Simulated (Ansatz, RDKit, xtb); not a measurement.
# Si2NH6ClO: ranking a sample of isomers

Which of a sample of isomers of Si2NH6ClO is the most stable in the gas at 298.15 K, and what are its properties? The sample is small against all isomers, and the most stable one of this formula need not be in it.

The funnel: GFN2-xTB relaxations, single points with a density functional, relaxations at PBE0-D3(BJ)/def2-SVP, harmonic vibrations (at GFN2-xTB), and a last energy at a higher level. All values are calculated.

### Step 1. Drawing up candidates

Isomers were taken from a list of plausible structures; this is a sample, not all of them. That gives 3 candidates.

| label | SMILES | spin |
| --- | --- | --- |
| c162 | ON([SiH3])[SiH2]Cl | singlet |
| c329 | O[Si@@H](Cl)N[SiH3] | singlet |
| c422 | O[SiH2]N[SiH2]Cl | singlet |

Candidates are built by distance geometry, with a force field where one applies, in up to four conformers (letters a to d).

**Question.** With final energies at CCSD(T)/def2-SVP + MP2/def2-TZVPP - MP2/def2-SVP, which structure will this search put lowest in free energy, and by what margin?

| quantity | value |
| --- | --- |
| lowest structure found | O[Si@@H](Cl)N[SiH3], singlet |
| next finalist | O[SiH2]N[SiH2]Cl, singlet, 2.5 kcal/mol higher in G |
| share at equilibrium, among the finalists | 98.5 % |

The search ends on `O[Si@@H](Cl)N[SiH3]`. The margin, 2.5 kcal/mol, is modest. HF/STO-3G, r2SCAN-D4/def2-SVP, PBE0-D3(BJ)/def2-SVP, HF/def2-SVP and MP2/def2-SVP already put its bonding pattern lowest among the structures in one piece; GFN2-xTB favours the singlet O[SiH2]N[SiH2]Cl. 4 minima inside the window were never screened. Lowest found is not proven lowest: the search is finite, and each finalist counts with one conformer. Only 3 drawn patterns were tried, so whole families of isomers are missing, and the result ranks this sample alone.
